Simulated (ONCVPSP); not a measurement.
# C: the cost of one run

The numbers are computed with ONCVPSP 4.0.1.1 (patched build) (LDA (Perdew-Wang 92), scalar-relativistic, spin-unpolarised reference atom).

**1. The design**

Typed settings, in words:

```
element                 : carbon (C, Z = 6)
type                    : optimised norm-conserving Vanderbilt (ONCV)
frozen core             : [He]
valence charge          : 4
reference configuration : 2s2 2p2
partial waves           : 2s: rc 1.10 bohr, ncon 4, nbas 7, qcut 5.1 1/bohr, 2 projectors, debl 1.7 Ha; 2p: rc 2.05 bohr, ncon 4, nbas 9, qcut 5.5 1/bohr, 2 projectors, debl 3.9 Ha; d scattering state at 0.42 Ha: rc 1.70 bohr, ncon 3, nbas 6, qcut 6 1/bohr, 2 projectors, debl 0.4 Ha
local potential         : polynomial inside 0.80 bohr (lpopt 5, dvloc0 2 Ha)
core correction         : not asked for
```

The outer shells as boxes (Hund's rule for the drawing; the calculation is spin-unpolarised):

```
[He] core
2s [↑↓]
2p [↑ ][↑ ][  ]
```

**2. Generating the potential**

Contents of C.dat:

```
# ATOM AND REFERENCE CONFIGURATION
# atsym  z   nc   nv     iexc    psfile
  C 6.00    1    2  -001012      upf
#
#   n    l    f
    1    0    2.00
    2    0    2.00
    2    1    2.00
#
# PSEUDOPOTENTIAL AND OPTIMIZATION
# lmax
    2
#
#   l,   rc,      ep,       ncon, nbas, qcut
    0    1.10    0.00    4    7    5.10
    1    2.05    0.00    4    9    5.50
    2    1.70    0.42    3    6    6.00
#
# LOCAL POTENTIAL
# lloc, lpopt,  rc(5),   dvloc0
    4    5    0.80    2.00
#
# VANDERBILT-KLEINMAN-BYLANDER PROJECTORs
# l, nproj, debl
    0    2    1.70
    1    2    3.90
    2    2    0.40
#
# MODEL CORE CHARGE
# icmod, fcfact, rcfact
    0    0.00    0.00
#
# LOG DERIVATIVE ANALYSIS
# epsh1, epsh2, depsh
   -2.00    5.00    0.02
#
# OUTPUT GRID
# rlmax, drl
    6.00    0.01
#
# TEST CONFIGURATIONS
# ncnf
    4
# nvcnf
#   n    l    f
    2
    2    0    2.00
    2    1    1.00
#
    2
    2    0    2.00
    2    1    0.00
#
    2
    2    0    1.00
    2    1    0.00
#
    2
    2    0    2.00
    2    1    1.50
#
```

Run with:

```bash
oncvpsp.x < C.dat > C.out
```

**Question.** How long does this run take on 1 thread of Neoverse-V1, shared host?

About 2.7 s.
